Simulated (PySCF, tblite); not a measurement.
# C₂H₅BO₄− (doublet): geometry, infrared bands and EPR parameters

Aim: predict the infrared bands and EPR parameters of C₂H₅BO₄− (doublet) (`[O-][CH]OCB(O)O`).

The runs use tblite 0.8.0 and PySCF 2.14.0, with density-fitted response routines of our own; the level of theory stands in each step. All values are computed, except where a source is named. Atoms count from 0, in the outputs and in this text.

## 1. The molecule as given

12 atoms, charge -1, multiplicity 2; geometry from: force field or distance geometry start.

Bonds of the start (Å): O0–C1 1.42, C1–O2 1.38, O2–C3 1.41, C3–B4 1.58, B4–O5 1.47, B4–O6 1.46, C1–H7 1.12, C3–H8 1.11, C3–H9 1.13, O5–H10 0.98, O6–H11 0.98.

## 2. Optimising the geometry with GFN2-xTB

Job settings and geometry (Å):

```
{"job": {"kind": "relax", "xc": "GFN2-xTB", "basis": "xTB"}, "charge": -1, "multiplicity": 2}
O      2.789100     0.295500     1.126900
C      2.312300    -0.074700    -0.162800
O      1.074500     0.516800    -0.286400
C      0.134500    -0.413200     0.195600
B     -1.329200     0.185900     0.091600
O     -2.435800    -0.753200     0.291800
O     -1.460500     1.607400     0.408600
H      2.129600    -1.178200    -0.072900
H      0.289200    -1.336600    -0.402800
H      0.370300    -0.594000     1.281200
H     -3.282400    -0.303200     0.516200
H     -0.590600     2.046900     0.516200
```

On the command line:

```bash
> OMP_NUM_THREADS=1 python probes_run.py task.json out
```

One launch serves the whole session: the jobs run in the order shown.

Standard output:

```text
step      E/eV     max force
  0    -665.80890    6.222
  1    -666.58507    2.099
  2    -666.83024    3.287
  3    -666.99806    0.914
  4    -667.06459    0.702
  5    -667.11605    0.646
  6    -667.16795    0.753
  7    -667.21810    0.579
  8    -667.25840    0.480
  9    -667.29354    0.496
 10    -667.32792    0.512
 11    -667.35583    0.456
 12    -667.37214    0.303
 13    -667.38584    0.371
 14    -667.40042    0.441
 15    -667.41803    0.439
 16    -667.43671    0.350
 17    -667.44941    0.266
 18    -667.45647    0.249
 19    -667.46405    0.278
 20    -667.48192    0.453
 21    -667.54076    1.238
 22    -667.52115    1.747
 23    -667.51203    1.254
 24    -667.50660    1.475
 25    -667.51114    1.266
 26    -667.51033    1.280
 27    -667.52209    1.169
 28    -667.54076    1.163
 29    -667.64477    1.387
 30    -667.81549    0.865
 31    -667.85723    0.880
 32    -667.91686    0.720
 33    -667.96513    0.584
 34    -667.98463    0.467
 35    -668.00871    0.446
 36    -668.03088    0.426
 37    -668.05756    0.529
 38    -668.09133    0.540
 39    -668.11791    0.942
 40    -668.15873    0.684
 41    -668.18498    0.397
 42    -668.20652    0.422
 43    -668.20379    0.967
 44    -668.22172    0.250
 45    -668.22685    0.200
 46    -668.23249    0.230
 47    -668.23568    0.136
 48    -668.23983    0.144
 49    -668.24450    0.234
 50    -668.25068    0.359
 51    -668.25707    0.341
 52    -668.26661    0.313
 53    -668.27554    0.366
 54    -668.28738    0.409
 55    -668.29651    0.318
 56    -668.30348    0.252
 57    -668.30737    0.224
 58    -668.31426    0.219
 59    -668.31992    0.212
 60    -668.32586    0.280
 61    -668.33513    0.322
 62    -668.35307    0.655
 63    -668.34026    1.013
 64    -668.39352    0.471
 65    -668.41393    0.432
 66    -668.43644    0.419
 67    -668.44407    0.404
 68    -668.45089    0.236
 69    -668.45687    0.242
 70    -668.46175    0.244
 71    -668.46881    0.247
 72    -668.47454    0.259
 73    -668.48105    0.223
 74    -668.48627    0.209
 75    -668.48896    0.132
 76    -668.49057    0.122
 77    -668.49217    0.140
 78    -668.49357    0.094
 79    -668.49481    0.108
 80    -668.49597    0.130
 81    -668.49747    0.137
 82    -668.49930    0.136
 83    -668.50074    0.105
 84    -668.50145    0.065
 85    -668.50179    0.061
 86    -668.50212    0.060
 87    -668.50266    0.079
 88    -668.50343    0.087
 89    -668.50408    0.064
 90    -668.50437    0.045
 91    -668.50448    0.038
 92    -668.50458    0.039
 93    -668.50477    0.055
 94    -668.50512    0.061
 95    -668.50559    0.068
 96    -668.50601    0.049
 97    -668.50632    0.065
 98    -668.50660    0.076
 99    -668.50702    0.082
100    -668.50790    0.134
101    -668.50954    0.186
102    -668.51198    0.203
103    -668.51575    0.241
104    -668.51949    0.286
105    -668.51641    0.521
106    -668.52268    0.202
107    -668.52361    0.163
108    -668.52525    0.103
109    -668.52620    0.176
110    -668.52791    0.130
111    -668.52636    0.660
112    -668.53438    0.352
113    -668.53865    0.176
114    -668.52149    1.439
115    -668.54316    0.149
116    -668.54618    0.104
117    -668.54065    1.164
118    -668.55417    0.077
119    -668.55702    0.085
120    -668.55871    0.586
121    -668.56130    0.149
122    -668.56223    0.112
123    -668.56456    0.084
124    -668.56563    0.098
125    -668.56718    0.093
126    -668.56937    0.161
127    -668.57037    0.099
128    -668.57154    0.074
129    -668.57282    0.065
130    -668.57348    0.064
131    -668.57441    0.067
132    -668.57516    0.082
133    -668.57600    0.100
134    -668.57684    0.062
135    -668.57712    0.079
136    -668.57730    0.035
137    -668.57749    0.045
138    -668.57777    0.048
139    -668.57809    0.051
140    -668.57836    0.048
141    -668.57848    0.033
142    -668.57853    0.032
143    -668.57859    0.029
144    -668.57868    0.035
145    -668.57882    0.045
146    -668.57907    0.073
147    -668.57950    0.114
148    -668.58016    0.170
149    -668.58100    0.194
150    -668.58199    0.167
151    -668.58295    0.120
152    -668.58386    0.121
153    -668.58448    0.176
154    -668.56768    1.409
155    -668.58510    0.078
156    -668.58534    0.057
157    -668.58581    0.032
158    -668.58612    0.216
159    -668.58640    0.024
160    -668.58656    0.025
161    -668.58665    0.217
162    -668.58694    0.016
163    -668.58705    0.014
164    -668.58694    0.209
165    -668.58722    0.015
166    -668.58728    0.013
167    -668.58731    0.124
168    -668.58741    0.012
169    -668.58745    0.009
```

It took 0.91 s on 1 thread of Arm Neoverse V1, shared host.

Relaxation path: (not every step is listed)

```csv
step,energy from step 0 (eV),largest force (eV/Å)
0,0.0000,6.2218
1,-0.7762,2.0988
2,-1.0213,3.2867
3,-1.1892,0.9141
4,-1.2557,0.7024
5,-1.3071,0.6458
6,-1.3591,0.7526
7,-1.4092,0.5787
8,-1.4495,0.4802
23,-1.7031,1.2538
38,-2.2824,0.5396
53,-2.4666,0.3665
68,-2.6420,0.2359
83,-2.6918,0.1048
98,-2.6977,0.0761
113,-2.7297,0.1759
128,-2.7626,0.0740
143,-2.7697,0.0294
158,-2.7772,0.2163
164,-2.7780,0.2087
165,-2.7783,0.0152
166,-2.7784,0.0127
167,-2.7784,0.1236
168,-2.7785,0.0115
169,-2.7785,0.0094
```

Distances of close pairs at the start and the end, largest changes first:

```csv
bond,before (Å),after (Å),change (Å)
O2–C3,1.407,3.716,+2.308
O0–C1,1.424,1.226,-0.198
C1–O2,1.377,1.240,-0.137
B4–O6,1.462,1.350,-0.112
B4–O5,1.465,1.401,-0.064
C3–B4,1.585,1.528,-0.057
C3–H9,1.126,1.079,-0.047
C1–H7,1.122,1.160,+0.038
```

The next job starts from the end point, and lists it.

## 3. Vibrational analysis with GFN2-xTB

Job settings and geometry (Å):

```
{"job": {"kind": "ir", "xc": "GFN2-xTB", "basis": "xTB"}, "charge": -1, "multiplicity": 2}
O      2.433988    -0.517939     0.567705
C      2.498376     0.527878    -0.069048
O      1.607255     1.240487    -0.554409
C     -0.689019    -1.243384     0.983554
B     -1.509435    -0.098323     0.390448
O     -2.903850    -0.135987     0.518912
O     -0.997109     0.967990    -0.259749
H      3.570247     0.928861    -0.256567
H     -1.119202    -2.084903     1.502053
H      0.387705    -1.238556     0.916589
H     -3.274607     0.644942     0.107250
H     -0.003151     1.008247    -0.343327
```

Standard output:

```text
mode    cm-1     km/mol
  1      32.1      0.45
  2      73.5      0.81
  3      97.9      7.63
  4     114.1      0.21
  5     127.7      7.20
  6     225.1     14.25
  7     289.1      0.83
  8     327.4      4.64
  9     443.2      8.28
 10     445.2     10.47
 11     568.0    164.96
 12     695.2     44.17
 13     696.0     40.24
 14     792.5     37.28
 15     821.1      0.64
 16     952.0     54.28
 17     983.3    325.80
 18    1002.6    203.88
 19    1111.9    278.19
 20    1241.6    310.81
 21    1262.9     61.32
 22    1312.5    127.85
 23    1408.7     51.50
 24    1458.0     26.50
 25    1776.8    791.11
 26    2214.3   1120.45
 27    2747.4    144.45
 28    3066.6     16.52
 29    3114.5     90.18
 30    3630.7      2.15
```

Run time: 0.27 s. Hardware: 1 thread of Arm Neoverse V1, shared host.

The strongest bands and the atoms that carry them (share of the mass-weighted mode):

```csv
cm⁻¹,km/mol,atoms
568,165.0,"H10 62 %, B4 17 %, O5 12 %"
983,325.8,"H10 67 %, O5 15 %"
1003,203.9,H11 95 %
1112,278.2,"H11 37 %, B4 35 %"
1242,310.8,"H11 55 %, B4 34 %"
1777,791.1,"C1 69 %, O0 18 %, O2 11 %"
2214,1120.5,H7 95 %
2747,144.4,H11 92 %
```

The optimised geometry no longer has the bonds of the starting formula, so what follows describes that rearranged structure.

## 4. EPR parameters: B3LYP/pcH-1

Same as in step 3 but for these lines:

```diff
@@ -1,2 +1,2 @@
-{"job": {"kind": "ir", "xc": "GFN2-xTB", "basis": "xTB"}, "charge": -1, "multiplicity": 2}
+{"job": {"kind": "epr", "basis": "pcH-1"}, "charge": -1, "multiplicity": 2}
 O      2.433988    -0.517939     0.567705
```

Method: UKS B3LYP, pcH-1 on B C H O, non-relativistic, mean-field spin-orbit, GIAO.

Standard output:

```text
UKS, coarse grid
  cycle   1  E = -404.79326982  |g| = 1.01e+00
  cycle   2  E = -403.72724051  |g| = 1.81e+00
  cycle   3  E = -405.07512856  |g| = 4.04e-01
  cycle   4  E = -405.14533271  |g| = 1.05e-01
  cycle   5  E = -405.14668686  |g| = 1.07e-01
  cycle   6  E = -405.15084182  |g| = 1.69e-02
  cycle   7  E = -405.15092114  |g| = 1.02e-02
  cycle   8  E = -405.15096206  |g| = 1.93e-03
  cycle   9  E = -405.15096437  |g| = 8.20e-04
UKS, final grid
  cycle   1  E = -405.15100099  |g| = 9.40e-04
  cycle   2  E = -405.15100047  |g| = 1.56e-03
  cycle   3  E = -405.15100134  |g| = 3.30e-04
  cycle   4  E = -405.15100138  |g| = 7.86e-05
  cycle   5  E = -405.15100138  |g| = 5.14e-05
  cycle   6  E = -405.15100138  |g| = 1.32e-05
E = -405.15100138 Eh   <S^2> = 0.7527 (exact 0.7500)
g shifts (ppm)      1          2          3
  rmc          -140       -140       -140
  gc              2         32         34
  oz_so           6        920       1177
  total        -132        813       1072
hyperfine (MHz)  atom isotope    a_iso     a_fc   dipolar eigenvalues
    0   17O       1.00       1.00     -0.35      0.08      0.26
    1   13C       0.03       0.03     -0.34     -0.29      0.63
    2   17O       0.22       0.22     -0.30      0.08      0.22
    3   13C      63.78      63.78    -72.23    -71.60    143.82
    4   11B     -29.66     -29.66     -5.48      2.53      2.95
    5   17O      -0.57      -0.57    -10.33      4.39      5.94
    6   17O      -5.35      -5.35    -17.40      8.27      9.13
    7    1H      -0.38      -0.38     -0.61     -0.60      1.20
    8    1H     -54.29     -54.29    -35.17     -0.61     35.79
    9    1H     -57.39     -57.39    -34.41     -0.89     35.30
   10    1H      -3.91      -3.91     -3.40     -2.63      6.04
   11    1H      -3.57      -3.57     -4.16     -0.80      4.95
```

It took 40 s on 1 thread of Arm Neoverse V1, shared host; peak memory 0.77 GiB.

Principal g values 2.00219, 2.00313, 2.00339; g(iso) = 2.00290, against 2.00232 for a free electron.

Hyperfine couplings, nucleus by nucleus at this fixed geometry (no averaging over rotations):

```csv
nuclei,isotope,a(iso) (MHz),"a(iso) (G, at g = 2.0023)",largest dipolar term (MHz)
C3,13C,63.8,22.8,143.8
H9,1H,-57.4,-20.5,35.3
H8,1H,-54.3,-19.4,35.8
B4,11B,-29.7,-10.6,-5.5
O6,17O,-5.3,-1.9,-17.4
H10,1H,-3.9,-1.4,6.0
H11,1H,-3.6,-1.3,5.0
O0,17O,1.0,0.4,-0.3
O5,17O,-0.6,-0.2,-10.3
H7,1H,-0.4,-0.1,1.2
O2,17O,0.2,0.1,-0.3
C1,13C,0.0,0.0,0.6
```

Mulliken spin populations:

```csv
atom,value (e)
O0,0.00
C1,0.00
O2,0.00
C3,1.01
B4,0.00
O5,0.03
O6,0.05
H7,0.00
H8,-0.04
H9,-0.04
H10,0.00
H11,0.00
```

Orbitals, density, ELF and potential are computed afterwards from the orbital file.

ELF in a plane through or near 12 of the atoms.

Ten even steps from '0' (0.00) to '9' (1.00):
```
0000000000000000000000000000
0000000000000000000000000000
0000000000000000000000000000
0000000000000000000000000000
0000000133210025520000000000
0000000367630158840177200000
0002530278871677830598400000
0007995267782886721697200000
0019999568761457726766200000
0019999514200002017878620000
0006874477310026843588510000
0000001756842885771013100000
0000004887834994463000000000
0000004787615986998300000000
0000000332101434999810000000
0000000000000002999710000000
0000000000000000353000000000
0000000000000000000000000000
0000000000000000000000000000
0000000000000000000000000000
```
The map spans 12.6 Å across and 9.5 Å up, centred on the molecule. Atoms in the plane (x, y in Å): O0 (-2.3, -1.0), C1 (-2.6, 0.1), O2 (-1.9, 1.2), C3 (1.0, -1.3), B4 (1.5, 0.2), O5 (2.9, 0.3), O6 (0.8, 1.3), H7 (-3.7, 0.4), H8 (1.6, -2.1), H9 (-0.1, -1.4), H10 (3.1, 1.3), H11 (-0.2, 1.2).

On the surface of density 0.002 e/bohr³ the electrostatic potential runs, from the 1st to the 99th percentile, from -5.70 V near O0 to -1.51 V near H10.

The spin density lies nearest to C3 66 %; H9 10 %; B4 9 %; H8 7 %.

## 5. What came out

| quantity | value |
| --- | --- |
| strongest single infrared mode (GFN2-xTB) | 2214 cm⁻¹, 1120 km/mol |
| zero-point energy (GFN2-xTB) | 47.2 kcal/mol |
| g(iso) (B3LYP) | 2.00290 |
| ⟨S²⟩ | 0.753 (exact 0.75) |
| largest a(iso) | 13C on C3, 63.8 MHz |

Relaxing lowered the energy by 2.779 eV in 169 steps; the close pair that moved most is O2–C3, from 1.407 to 3.716 Å. All 30 modes are real, so the xTB geometry is a minimum. The strongest single mode, at 2214 cm⁻¹, moves mainly H7. GFN2-xTB is a fitted tight-binding method: band positions and strengths are rough. Its intensities can rank the bands wrongly. The structure rearranged or came apart on optimisation; the results belong to the end geometry, not to the formula as drawn. Most of the unpaired spin sits on C3 (1.01 e). The isotropic g lies 0.6 ppt above the free-electron value.
